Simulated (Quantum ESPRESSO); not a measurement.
## BiSbSe in Quantum ESPRESSO: the effect of dispersion

BiSbSe:

```xyz
3
Lattice="4.8166 0.0000 0.0000 -2.4083 4.1713 0.0000 0.0000 0.0000 4.7024" Properties=species:S:1:pos:R:3 pbc="T T T"
Sb    2.4083    1.3904    2.3512
Bi    0.0000    0.0000    0.0000
Se    0.0000    2.7809    2.3512
```

The cell was built by a generator and needn't be a form met in nature.

Alike in all runs:

```yaml
Program: Quantum ESPRESSO 7.5
Task: phonons
Potentials_or_basis: GBRV 1.5 PBE
Cutoff: 612 eV
Density_cutoff: 4898 eV
k_mesh: 2 × 2 × 2, shifted
Occupations: fermi-dirac, width 0.05 eV
Spin: no spin polarisation
```

Each run relaxes the cell or the atoms first.

Q: One run gave: relaxed volume 28.65 Å³/atom; highest phonon frequency 131 cm⁻¹. Which dispersion did it use?
A. rVV10
B. none
C. D3(BJ) two-body
D. D2
E. rev-vdW-DF2

A: A.

```csv
dispersion,functional,relaxed volume (Å³/atom),highest phonon frequency (cm⁻¹)
none,PBE,27.61,156
D2,PBE,27.34,157
D3(BJ) two-body,PBE,26.29,175
rVV10,rPW86PBE,28.65,131
rev-vdW-DF2,rev-vdW-DF2,27.25,157
```

Caveats: all runs use coarse meshes; the mesh is thin for the phonons of a metal; some modes are imaginary; pairwise dispersion overbinds metals, which lowers pressure and volume (some runs); the potentials were made for another functional, which shifts forces and pressure (some runs); the layers were relaxed without a dispersion term, so their spacing and the soft interlayer modes are unreliable (some runs); the volume moved by over 15 % at a fixed basis, so the end points are rough (some runs).

Not every run made on this cell is shown here.
